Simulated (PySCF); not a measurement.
# C8H3N: circular dichroism and optical rotation, excited states, first hyperpolarisability

What do calculations give for the circular dichroism and optical rotation, excited states, first hyperpolarisability of C8H3N (`C#CC=C=C(C#C)C#N`)?

Programs: PySCF 2.14.0, with routines of our own; each step states its level. All values are computed. Atoms count from 0.

### 1 The system as given

12 atoms, charge 0, multiplicity 1; geometry from: GFN2-xTB.

### 2 Optimising the geometry at PBE0-D3(BJ)/def2-SVP

The job: settings as JSON, then the geometry in Å.

```
{"job": {"xc": "PBE0", "basis": "def2-SVP", "d3": "d3bj", "grid": 2, "kind": "geom"}, "charge": 0, "multiplicity": 1}
C      1.124705    -2.141947    -2.476338
C      0.773642    -1.880944    -1.358930
C      0.362487    -1.589753    -0.038535
C     -0.150348    -0.446846     0.310786
C     -0.686024     0.702344     0.658481
C      0.069011     1.813785     1.119310
C      0.676634     2.769609     1.513642
C     -2.093980     0.886496     0.596729
N     -3.227513     1.041321     0.554038
H      1.433055    -2.371755    -3.452126
H      0.499728    -2.381746     0.690342
H      1.219802     3.598752     1.856573
```

On the command line:

```sh
OMP_NUM_THREADS=1 python excited_run.py task.json out
```

The driver reads the jobs from task.json and runs them one after another.

Log:

```text
step   0  E = -360.47542837  max force = 0.034515
step   1  E = -360.47883986  max force = 0.003241
step   2  E = -360.47887610  max force = 0.001112
step   3  E = -360.47888488  max force = 0.001100
step   4  E = -360.47888959  max force = 0.000363
optimisation converged
```

It took 33 s on 1 thread of Arm Neoverse V2, shared host; peak memory 0.7 GiB.

Relaxation path:

| step | energy from step 0 (eV) | largest force component (eV/Å) |
| --- | --- | --- |
| 0 | 0.0000 | 1.7748 |
| 1 | -0.0928 | 0.1667 |
| 2 | -0.0938 | 0.0572 |
| 3 | -0.0941 | 0.0566 |
| 4 | -0.0942 | 0.0187 |

Distances of close pairs at the start and the end, largest changes first:

| bond | before (Å) | after (Å) | change (Å) |
| --- | --- | --- | --- |
| C0–H9 | 1.049 | 1.075 | +0.026 |
| C6–H11 | 1.049 | 1.075 | +0.026 |
| C4–C7 | 1.421 | 1.441 | +0.020 |
| C2–H10 | 1.085 | 1.100 | +0.015 |
| C7–N8 | 1.145 | 1.158 | +0.014 |
| C0–C1 | 1.200 | 1.212 | +0.012 |
| C5–C6 | 1.199 | 1.211 | +0.012 |
| C2–C3 | 1.300 | 1.312 | +0.012 |

The final coordinates are the input of the step that follows.

| at the end point | value |
| --- | --- |
| point group (found at 0.08 Å tolerance) | C1 |
| rotational constants (GHz, main isotopes) | 2.481, 0.926, 0.727 |
| dipole moment (D) | 4.08 |

### 3 Circular dichroism and optical rotation: TDDFT CAM-B3LYP/aug-cc-pVDZ

The job: settings as JSON, then the geometry in Å.

```
{"job": {"kind": "ecd", "xc": "CAM-B3LYP", "basis": "aug-cc-pVDZ", "nstates": 12}, "charge": 0, "multiplicity": 1}
C      1.266053    -2.093665    -2.515177
C      0.900102    -1.806215    -1.395981
C      0.480162    -1.501731    -0.070544
C     -0.055721    -0.360785     0.293966
C     -0.598199     0.787092     0.676433
C      0.188141     1.888380     1.145213
C      0.833528     2.832337     1.544056
C     -2.029747     0.946609     0.624740
N     -3.179702     1.081501     0.588090
H      1.587164    -2.341707    -3.510310
H      0.614453    -2.277878     0.697788
H      1.411429     3.666817     1.897117
```

Method: TDDFT CAM-B3LYP/aug-cc-pVDZ circular dichroism and optical rotation, one conformer, gas phase.

Log:

```text
coarse grid: 11616 points
cycle   1  E = -360.8767918267  dE =  1.695e+00  |g| = 5.890e-01  |ddm| = 2.925e+01
cycle   2  E = -360.7107973499  dE =  1.660e-01  |g| = 1.068e+00  |ddm| = 4.266e+00
cycle   3  E = -360.9718069468  dE = -2.610e-01  |g| = 9.548e-02  |ddm| = 3.040e+00
cycle   4  E = -360.9735459062  dE = -1.739e-03  |g| = 5.833e-02  |ddm| = 4.715e-01
cycle   5  E = -360.9742972554  dE = -7.513e-04  |g| = 2.121e-02  |ddm| = 2.235e-01
cycle   6  E = -360.9744002057  dE = -1.030e-04  |g| = 4.796e-03  |ddm| = 9.178e-02
cycle   7  E = -360.9744070985  dE = -6.893e-06  |g| = 1.040e-03  |ddm| = 2.585e-02
final grid: 116776 points
cycle   8  E = -361.0076851965  dE = -1.087e-05  |g| = 2.133e-03  |ddm| = 3.619e-01
cycle   9  E = -361.0076846563  dE =  5.401e-07  |g| = 2.755e-03  |ddm| = 2.223e-02
cycle  10  E = -361.0076864750  dE = -1.819e-06  |g| = 5.789e-04  |ddm| = 8.317e-03
cycle  11  E = -361.0076865535  dE = -7.849e-08  |g| = 1.292e-04  |ddm| = 2.923e-03
cycle  12  E = -361.0076865553  dE = -1.839e-09  |g| = 9.806e-05  |ddm| = 8.459e-04
cycle  13  E = -361.0076865578  dE = -2.480e-09  |g| = 2.551e-05  |ddm| = 3.076e-04
cycle  14  E = -361.0076865580  dE = -1.442e-10  |g| = 8.401e-06  |ddm| = 8.750e-05
converged SCF energy = -361.0076865580

Singlet excitations and rotatory strengths (1e-40 esu^2 cm^2)
state   eV       nm     f(len)   f(vel)    R(len)    R(vel)   main configurations
  1   4.6207   268.3  0.00005  0.00003     0.352     0.334   H-1->L 0.87
  2   4.9601   250.0  0.00008  0.00009     1.120     1.103   H->L+1 0.87
  3   5.3536   231.6  0.54832  0.53281   -12.110   -12.145   H->L 0.81
  4   5.3919   229.9  0.00917  0.00884   -23.448   -22.986   H-2->L+1 0.85
  5   5.5107   225.0  0.00023  0.00024     1.688     1.577   H-3->L 0.75, H-2->L 0.10
  6   5.5765   222.3  0.21363  0.20783     4.919     4.873   H-1->L+1 0.75
  7   6.0685   204.3  0.00004  0.00005    -0.584    -0.609   H->L+5 0.72
  8   6.3169   196.3  0.00303  0.00299     1.322     1.227   H-1->L+7 0.21, H-1->L+6 0.20, H-1->L+2 0.13
  9   6.4162   193.2  0.15789  0.15524    18.215    18.083   H-2->L 0.74, H-3->L 0.09
 10   6.5612   189.0  0.11379  0.11043     1.873     1.929   H-4->L 0.49, H-3->L+5 0.09
 11   6.7019   185.0  0.00411  0.00412    -2.059    -2.082   H-5->L 0.75
 12   6.8192   181.8  0.01244  0.01195    -2.186    -2.122   H->L+2 0.69, H->L+3 0.08

Specific rotation (deg / (dm g/mL))
    nm     length   length(OI)   velocity    alpha(len)  alpha(vel)
  633.0    -156.45    -156.56    -154.61      114.362    111.850
  589.3    -187.17    -187.30    -184.99      115.384    112.847
  546.0    -228.24    -228.39    -225.61      116.697    114.126
  436.0    -435.20    -435.52    -430.48      122.596    119.874
  405.0    -553.31    -553.74    -547.46      125.570    122.772
  365.0    -805.36    -806.03    -797.23      131.286    128.340
  355.0    -898.69    -899.47    -889.77      133.238    130.241
```

Wall time 86 s (1 thread of Arm Neoverse V2, shared host); peak memory 1 GiB.

The fields below are evaluated on a grid from the run's orbitals.

Frontier orbitals at CAM-B3LYP/aug-cc-pVDZ, with the share of their density that lies nearest to each atom:

| orbital | energy (eV) | lies on |
| --- | --- | --- |
| HOMO | -9.10 | C3, C6 about 25 % each; C4, C5 about 16 % each; N8 8 % |
| LUMO | -1.08 | C3 34 %; C4 17 %; C6 9 % |

ELF in a plane through or near 6 of the atoms.

Values, 10 rows by 14 columns:
```
0.00 0.00 0.00 0.00 0.00 0.00 0.00 0.00 0.00 0.00 0.00 0.00 0.00 0.00
0.00 0.00 0.00 0.00 0.00 0.00 0.00 0.00 0.00 0.00 0.00 0.00 0.00 0.00
0.00 0.00 0.00 0.00 0.00 0.00 0.00 0.00 0.01 0.13 0.79 0.70 0.00 0.00
0.00 0.00 0.04 0.32 0.43 0.09 0.00 0.00 0.47 0.70 0.96 0.94 0.01 0.00
0.00 0.00 0.29 0.65 0.86 0.57 0.19 0.21 0.55 0.34 0.77 0.32 0.00 0.00
0.00 0.00 0.20 0.70 0.74 0.69 0.48 0.90 0.15 0.62 0.46 0.08 0.00 0.00
0.00 0.00 0.01 0.20 0.23 0.08 0.45 0.12 0.85 0.57 0.03 0.00 0.00 0.00
0.00 0.00 0.00 0.00 0.00 0.00 0.00 0.25 0.81 0.75 0.32 0.00 0.00 0.00
0.00 0.00 0.00 0.00 0.00 0.00 0.00 0.06 0.64 0.85 0.30 0.00 0.00 0.00
0.00 0.00 0.00 0.00 0.00 0.00 0.00 0.00 0.01 0.05 0.00 0.00 0.00 0.00
```
The map spans 13.7 Å across and 10.9 Å up, centred on the molecule. Atoms in the plane (x, y in Å): C1 (-2.5, 0.2), C4 (1.1, -0.5), C5 (2.1, 0.6), C6 (2.9, 1.5), C7 (1.5, -1.8), H11 (3.6, 2.3).

On the surface of density 0.002 e/bohr³ the electrostatic potential runs, from the 1st to the 99th percentile, from -1.63 V near N8 to 1.95 V near H11.

### 4 Excited states: TDA wB97X-D/def2-TZVP

Settings changed since step 3:

```diff
@@ -1,2 +1,2 @@
-{"job": {"kind": "ecd", "xc": "CAM-B3LYP", "basis": "aug-cc-pVDZ", "nstates": 12}, "charge": 0, "multiplicity": 1}
+{"job": {"kind": "states", "xc": "wB97X-D", "basis": "def2-TZVP", "tda": true, "soc": true, "nstates": 6, "ntriplets": 5, "nquad": 4}, "charge": 0, "multiplicity": 1}
 C      1.266053    -2.093665    -2.515177
```

With the program's defaults for keys left out, this is: TDA wB97X-D/def2-TZVP excited states, vertical, gas phase, spin-orbit mean-field couplings.

Log:

```text
coarse grid: 11616 points
cycle   1  E = -361.0596134796  dE =  1.696e+00  |g| = 6.485e-01  |ddm| = 3.988e+00
cycle   2  E = -360.9326902122  dE =  1.269e-01  |g| = 1.039e+00  |ddm| = 1.441e+00
cycle   3  E = -361.1688516877  dE = -2.362e-01  |g| = 9.912e-02  |ddm| = 8.045e-01
cycle   4  E = -361.1708001683  dE = -1.948e-03  |g| = 5.565e-02  |ddm| = 1.628e-01
cycle   5  E = -361.1714753049  dE = -6.751e-04  |g| = 1.946e-02  |ddm| = 6.339e-02
cycle   6  E = -361.1715611919  dE = -8.589e-05  |g| = 5.343e-03  |ddm| = 2.391e-02
cycle   7  E = -361.1715699899  dE = -8.798e-06  |g| = 1.205e-03  |ddm| = 9.784e-03
final grid: 116776 points
cycle   8  E = -361.1583549287  dE = -1.907e-04  |g| = 5.259e-03  |ddm| = 2.499e-01
cycle   9  E = -361.1583524228  dE =  2.506e-06  |g| = 6.357e-03  |ddm| = 2.228e-02
cycle  10  E = -361.1583602793  dE = -7.857e-06  |g| = 1.396e-03  |ddm| = 4.852e-03
cycle  11  E = -361.1583606286  dE = -3.493e-07  |g| = 6.371e-04  |ddm| = 1.925e-03
cycle  12  E = -361.1583607229  dE = -9.436e-08  |g| = 1.415e-04  |ddm| = 5.961e-04
cycle  13  E = -361.1583607285  dE = -5.514e-09  |g| = 5.687e-05  |ddm| = 2.247e-04
cycle  14  E = -361.1583607297  dE = -1.228e-09  |g| = 1.970e-05  |ddm| = 1.181e-04
cycle  15  E = -361.1583607298  dE = -1.684e-10  |g| = 8.191e-06  |ddm| = 4.142e-05
converged SCF energy = -361.1583607298

Singlet excitations
state   eV       nm        f     d(h-e)  d(exc)  Lambda  PR(NTO)  |dmu|/D   mu/D   main configurations
  1   4.6664   265.7   0.00009   1.432   3.326   0.425   1.164    4.469    7.842   H-1->L 0.86
  2   5.0141   247.3   0.00003   1.537   3.408   0.422   1.190    4.794    4.730   H->L+1 0.86
  3   5.4177   228.9   0.00029   1.207   2.772   0.426   1.041    4.379    7.666   H-2->L+1 0.87
  4   5.5241   224.4   0.01684   1.309   2.966   0.401   1.096    4.443    6.127   H-3->L 0.75, H-2->L 0.11
  5   5.5681   222.7   0.67800   0.859   2.961   0.752   1.663                     H->L 0.67, H-1->L+1 0.09
  6   5.7779   214.6   0.13845   0.691   2.967   0.746   2.038                     H-1->L+1 0.60, H-2->L+3 0.11

Triplet excitations (Tamm-Dancoff)
state   eV     d(h-e)  d(exc)  Lambda  PR(NTO)   main configurations
  1   3.3546   0.370   2.702   0.799   1.334   H->L 0.81, H-1->L+1 0.10
  2   3.6787   0.259   2.640   0.794   1.337   H-1->L+1 0.81, H->L 0.10
  3   4.3750   1.463   3.256   0.425   1.125   H-1->L 0.86
  4   4.7436   1.524   3.325   0.422   1.184   H->L+1 0.85
  5   5.1108   0.998   2.660   0.429   1.163   H-2->L+1 0.80
S1 - T1 = 1.3118 eV

Spin-orbit couplings |<S|Hso|T>| (cm-1)
             T1       T2       T3       T4       T5
S0        0.080    0.156    4.583   11.272    5.552
S1        3.243    3.646    0.047    0.089    0.272
S2        2.438    6.327    0.050    0.136    1.444
S3        2.951    7.390    0.254    1.304    0.077
S4        4.432    1.554    1.396    0.790    1.502
S5        0.908    0.310    5.869    3.088    7.104
S6        0.309    0.309    3.087    6.013   14.454
T1 sublevels (cm-1): 0.000 0.001 0.005   radiative rates (1/s): 0.0362 0.00021 0.0131
```

Run time: 65 s. Hardware: 1 thread of Arm Neoverse V2, shared host; peak memory 1.1 GiB.

In short:

| quantity | value |
| --- | --- |
| S1 less T1 | 1.31 eV |

### 5 Excited states: TDDFT CAM-B3LYP/aug-cc-pVDZ

Settings changed since step 4:

```diff
@@ -1,2 +1,2 @@
-{"job": {"kind": "states", "xc": "wB97X-D", "basis": "def2-TZVP", "tda": true, "soc": true, "nstates": 6, "ntriplets": 5, "nquad": 4}, "charge": 0, "multiplicity": 1}
+{"job": {"kind": "states", "xc": "CAM-B3LYP", "basis": "aug-cc-pVDZ", "tpa": true, "nstates": 8, "nquad": 6, "ntriplets": 0}, "charge": 0, "multiplicity": 1}
 C      1.266053    -2.093665    -2.515177
```

With the program's defaults for keys left out, this is: TDDFT CAM-B3LYP/aug-cc-pVDZ excited states, vertical, gas phase, two-photon moments by quadratic response.

Log:

```text
coarse grid: 11616 points
cycle   1  E = -360.8767918267  dE =  1.695e+00  |g| = 5.890e-01  |ddm| = 2.925e+01
cycle   2  E = -360.7107973499  dE =  1.660e-01  |g| = 1.068e+00  |ddm| = 4.266e+00
cycle   3  E = -360.9718069468  dE = -2.610e-01  |g| = 9.548e-02  |ddm| = 3.040e+00
cycle   4  E = -360.9735459062  dE = -1.739e-03  |g| = 5.833e-02  |ddm| = 4.715e-01
cycle   5  E = -360.9742972554  dE = -7.513e-04  |g| = 2.121e-02  |ddm| = 2.235e-01
cycle   6  E = -360.9744002057  dE = -1.030e-04  |g| = 4.796e-03  |ddm| = 9.178e-02
cycle   7  E = -360.9744070985  dE = -6.893e-06  |g| = 1.040e-03  |ddm| = 2.585e-02
final grid: 116776 points
cycle   8  E = -361.0076851965  dE = -1.087e-05  |g| = 2.133e-03  |ddm| = 3.619e-01
cycle   9  E = -361.0076846563  dE =  5.401e-07  |g| = 2.755e-03  |ddm| = 2.223e-02
cycle  10  E = -361.0076864750  dE = -1.819e-06  |g| = 5.789e-04  |ddm| = 8.317e-03
cycle  11  E = -361.0076865535  dE = -7.849e-08  |g| = 1.292e-04  |ddm| = 2.923e-03
cycle  12  E = -361.0076865553  dE = -1.839e-09  |g| = 9.806e-05  |ddm| = 8.459e-04
cycle  13  E = -361.0076865578  dE = -2.480e-09  |g| = 2.551e-05  |ddm| = 3.076e-04
cycle  14  E = -361.0076865580  dE = -1.442e-10  |g| = 8.401e-06  |ddm| = 8.750e-05
converged SCF energy = -361.0076865580

Singlet excitations
state   eV       nm        f     d(h-e)  d(exc)  Lambda  PR(NTO)  |dmu|/D   mu/D   delta(TPA)   sigma/GM   main configurations
  1   4.6207   268.3   0.00005   1.474   3.355   0.416   1.153    4.603    7.972        0.03      0.000   H-1->L 0.87
  2   4.9601   250.0   0.00008   1.635   3.484   0.412   1.147    4.980    4.834        0.25      0.002   H->L+1 0.87
  3   5.3538   231.6   0.54845   0.806   3.020   0.735   1.548    2.192    4.908       70.67      0.742   H->L 0.81
  4   5.3920   229.9   0.00924   1.146   2.792   0.418   1.054    4.116    7.473        0.94      0.010   H-2->L+1 0.85
  5   5.5107   225.0   0.00023   1.271   2.985   0.383   1.106    4.276    5.979        1.60      0.018   H-3->L 0.75, H-2->L 0.10
  6   5.5767   222.3   0.21359   0.605   2.946   0.698   1.782    1.716    5.518       67.87      0.773   H-1->L+1 0.74
  7   6.0685   204.3   0.00004   0.358   2.764   0.410   1.246                                            H->L+5 0.72
  8   6.3170   196.3   0.00303   0.302   2.788   0.316   1.181                                            H-1->L+7 0.21, H-1->L+6 0.20, H-1->L+2 0.13
```

It took 52 s on 1 thread of Arm Neoverse V2, shared host; peak memory 0.98 GiB.

### 6 First hyperpolarisability: quadratic response CAM-B3LYP/aug-cc-pVDZ

Settings changed since step 5:

```diff
@@ -1,2 +1,2 @@
-{"job": {"kind": "states", "xc": "CAM-B3LYP", "basis": "aug-cc-pVDZ", "tpa": true, "nstates": 8, "nquad": 6, "ntriplets": 0}, "charge": 0, "multiplicity": 1}
+{"job": {"kind": "beta", "xc": "CAM-B3LYP", "basis": "aug-cc-pVDZ"}, "charge": 0, "multiplicity": 1}
 C      1.266053    -2.093665    -2.515177
```

Method: quadratic response CAM-B3LYP/aug-cc-pVDZ first hyperpolarisability, Taylor convention, gas phase.

Log:

```text
coarse grid: 11616 points
cycle   1  E = -360.8767918267  dE =  1.695e+00  |g| = 5.890e-01  |ddm| = 2.925e+01
cycle   2  E = -360.7107973499  dE =  1.660e-01  |g| = 1.068e+00  |ddm| = 4.266e+00
cycle   3  E = -360.9718069468  dE = -2.610e-01  |g| = 9.548e-02  |ddm| = 3.040e+00
cycle   4  E = -360.9735459062  dE = -1.739e-03  |g| = 5.833e-02  |ddm| = 4.715e-01
cycle   5  E = -360.9742972554  dE = -7.513e-04  |g| = 2.121e-02  |ddm| = 2.235e-01
cycle   6  E = -360.9744002057  dE = -1.030e-04  |g| = 4.796e-03  |ddm| = 9.178e-02
cycle   7  E = -360.9744070985  dE = -6.893e-06  |g| = 1.040e-03  |ddm| = 2.585e-02
final grid: 116776 points
cycle   8  E = -361.0076851965  dE = -1.087e-05  |g| = 2.133e-03  |ddm| = 3.619e-01
cycle   9  E = -361.0076846563  dE =  5.401e-07  |g| = 2.755e-03  |ddm| = 2.223e-02
cycle  10  E = -361.0076864750  dE = -1.819e-06  |g| = 5.789e-04  |ddm| = 8.317e-03
cycle  11  E = -361.0076865535  dE = -7.849e-08  |g| = 1.292e-04  |ddm| = 2.923e-03
cycle  12  E = -361.0076865553  dE = -1.839e-09  |g| = 9.806e-05  |ddm| = 8.459e-04
cycle  13  E = -361.0076865578  dE = -2.480e-09  |g| = 2.551e-05  |ddm| = 3.076e-04
cycle  14  E = -361.0076865580  dE = -1.442e-10  |g| = 8.401e-06  |ddm| = 8.750e-05
converged SCF energy = -361.0076865580

Lowest singlets (eV, f): 4.6207 0.0001  4.9601 0.0001  5.3538 0.5485

First hyperpolarisability (au)
process     nm      |vector|   parallel      HRS      DR
static         -      123.32      -50.1      56.17   3.826
shg       1907.0      134.23     -53.01      61.36   3.786
eope      1907.0      126.79     -51.04          -       -
shg       1064.0      165.02     -60.52      76.18   3.685
eope      1064.0      135.06     -53.23          -       -
```

It took 46 s on 1 thread of Arm Neoverse V2, shared host; peak memory 0.91 GiB.

### 7 Circular dichroism and optical rotation: TDDFT CAM-B3LYP/aug-cc-pVDZ in dimethylsulfoxide

Settings changed since step 6:

```diff
@@ -1,2 +1,2 @@
-{"job": {"kind": "beta", "xc": "CAM-B3LYP", "basis": "aug-cc-pVDZ"}, "charge": 0, "multiplicity": 1}
+{"job": {"kind": "ecd", "xc": "CAM-B3LYP", "basis": "aug-cc-pVDZ", "nstates": 12, "solvent": "dimethylsulfoxide"}, "charge": 0, "multiplicity": 1}
 C      1.266053    -2.093665    -2.515177
```

Method: TDDFT CAM-B3LYP/aug-cc-pVDZ circular dichroism and optical rotation, one conformer, IEF-PCM dimethylsulfoxide (non-equilibrium linear response, no local-field factor).

Log:

```text
coarse grid: 11616 points
cycle   1  E = -360.9045359425  dE =  1.667e+00  |g| = 5.437e-01  |ddm| = 2.930e+01
cycle   2  E = -360.8162499463  dE =  8.829e-02  |g| = 8.648e-01  |ddm| = 4.662e+00
cycle   3  E = -360.9856414302  dE = -1.694e-01  |g| = 8.075e-02  |ddm| = 3.044e+00
cycle   4  E = -360.9869831945  dE = -1.342e-03  |g| = 4.392e-02  |ddm| = 4.569e-01
cycle   5  E = -360.9874381942  dE = -4.550e-04  |g| = 1.391e-02  |ddm| = 2.170e-01
cycle   6  E = -360.9874836814  dE = -4.549e-05  |g| = 4.182e-03  |ddm| = 6.536e-02
cycle   7  E = -360.9874887800  dE = -5.099e-06  |g| = 8.207e-04  |ddm| = 2.277e-02
final grid: 116776 points
cycle   8  E = -361.0207155895  dE = -1.137e-05  |g| = 1.881e-03  |ddm| = 3.669e-01
cycle   9  E = -361.0207158284  dE = -2.388e-07  |g| = 1.852e-03  |ddm| = 2.226e-02
cycle  10  E = -361.0207166192  dE = -7.908e-07  |g| = 4.942e-04  |ddm| = 7.507e-03
cycle  11  E = -361.0207166752  dE = -5.601e-08  |g| = 9.854e-05  |ddm| = 2.359e-03
cycle  12  E = -361.0207166766  dE = -1.376e-09  |g| = 7.087e-05  |ddm| = 9.235e-04
cycle  13  E = -361.0207166779  dE = -1.316e-09  |g| = 1.526e-05  |ddm| = 2.504e-04
cycle  14  E = -361.0207166779  dE = -5.809e-11  |g| = 7.089e-06  |ddm| = 7.787e-05
converged SCF energy = -361.0207166779

Singlet excitations and rotatory strengths (1e-40 esu^2 cm^2)
state   eV       nm     f(len)   f(vel)    R(len)    R(vel)   main configurations
  1   4.5509   272.4  0.00006  0.00004     0.462     0.445   H-1->L 0.90
  2   5.0487   245.6  0.00027  0.00028     4.360     4.264   H->L+1 0.89
  3   5.1995   238.5  0.87122  0.84726   -50.391   -49.766   H->L 0.75, H-1->L+1 0.17
  4   5.3849   230.2  0.00050  0.00048    -5.768    -5.644   H-2->L+1 0.91
  5   5.5409   223.8  0.13665  0.13306    37.503    37.097   H-1->L+1 0.67, H->L 0.15
  6   5.5869   221.9  0.00600  0.00571    -8.704    -8.742   H-3->L 0.81
  7   6.0072   206.4  0.00005  0.00006    -0.548    -0.563   H->L+5 0.66, H->L+6 0.08
  8   6.3375   195.6  0.12621  0.12417    12.424    12.268   H-2->L 0.85
  9   6.4090   193.5  0.00021  0.00019    -0.125    -0.135   H-1->L+8 0.23, H-1->L+10 0.16, H-1->L+2 0.10
 10   6.6171   187.4  0.15217  0.14810    12.586    12.438   H-4->L 0.35, H-3->L+5 0.11, H-3->L+1 0.11
 11   6.7964   182.4  0.01957  0.01877    -8.145    -8.066   H->L+2 0.74
 12   6.8842   180.1  0.00846  0.00795    -2.995    -2.958   H-1->L+2 0.67, H-1->L+7 0.09

Specific rotation (deg / (dm g/mL))
    nm     length   length(OI)   velocity    alpha(len)  alpha(vel)
  633.0    -154.99    -154.90    -153.08      131.133    128.198
  589.3    -186.95    -186.84    -184.67      132.503    129.533
  546.0    -230.37    -230.24    -227.61      134.272    131.257
  436.0    -459.99    -459.74    -454.82      142.350    139.126
  405.0    -598.24    -597.92    -591.71      146.509    143.177
  365.0    -908.72    -908.27    -899.27      154.682    151.137
  355.0   -1028.66   -1028.16   -1018.13      157.530    153.910
```

Run time: 89 s. Hardware: 1 thread of Arm Neoverse V2, shared host; peak memory 1 GiB.

### 8 Summary of results

| quantity | value |
| --- | --- |
| point group | C1 |
| rotational constants (main isotopes) | 2.48, 0.93, 0.73 GHz |
| state of largest rotatory strength (velocity form) among 12 (step 3, TDDFT CAM-B3LYP/aug-cc-pVDZ) | 5.39 eV, R = -23.0 (velocity), -23.4 (length) ·10⁻⁴⁰ esu² cm² |
| specific rotation at 633.0 nm (step 3, TDDFT CAM-B3LYP/aug-cc-pVDZ) | -154.6 (velocity), -156.4 (length) |
| surface potential, 1st and 99th percentile | -1.63 V and 1.95 V |
| S1 less T1 (step 4, TDA wB97X-D/def2-TZVP) | 1.31 eV |
| β vector (step 6, quadratic response CAM-B3LYP/aug-cc-pVDZ) | static 123, SHG 1907.0 nm 134, SHG 1064.0 nm 165 au |
| state of largest rotatory strength (velocity form) among 12 (step 7, TDDFT CAM-B3LYP/aug-cc-pVDZ in dimethylsulfoxide) | 5.20 eV, R = -49.8 (velocity), -50.4 (length) ·10⁻⁴⁰ esu² cm² |
| specific rotation at 633.0 nm (step 7, TDDFT CAM-B3LYP/aug-cc-pVDZ in dimethylsulfoxide) | -153.1 (velocity), -155.0 (length) |

What this shows: The optimisation took 4 steps and gained 0.094 eV; among the close pairs (by a distance rule), C0–H9 changed most, from 1.049 to 1.075 Å. No frequency check was run at this level, so the end point may be a saddle. Rotations belong to one conformer and to the handedness of the start. At CAM-B3LYP/aug-cc-pVDZ, counted by nearest atom on the grid, the HOMO lies on C3, C6 about 25 % each; C4, C5 about 16 % each, the LUMO on C3 34 %; C4 17 %. In step 4, the number of triplets below S1 is 3, and the largest singlet-triplet spin-orbit coupling is S6–T5, 14.45 cm⁻¹. β grows from 123 au (static) to 165 au for doubling at 1064.0 nm: normal dispersion, which grows as twice the photon energy moves toward the bright states.
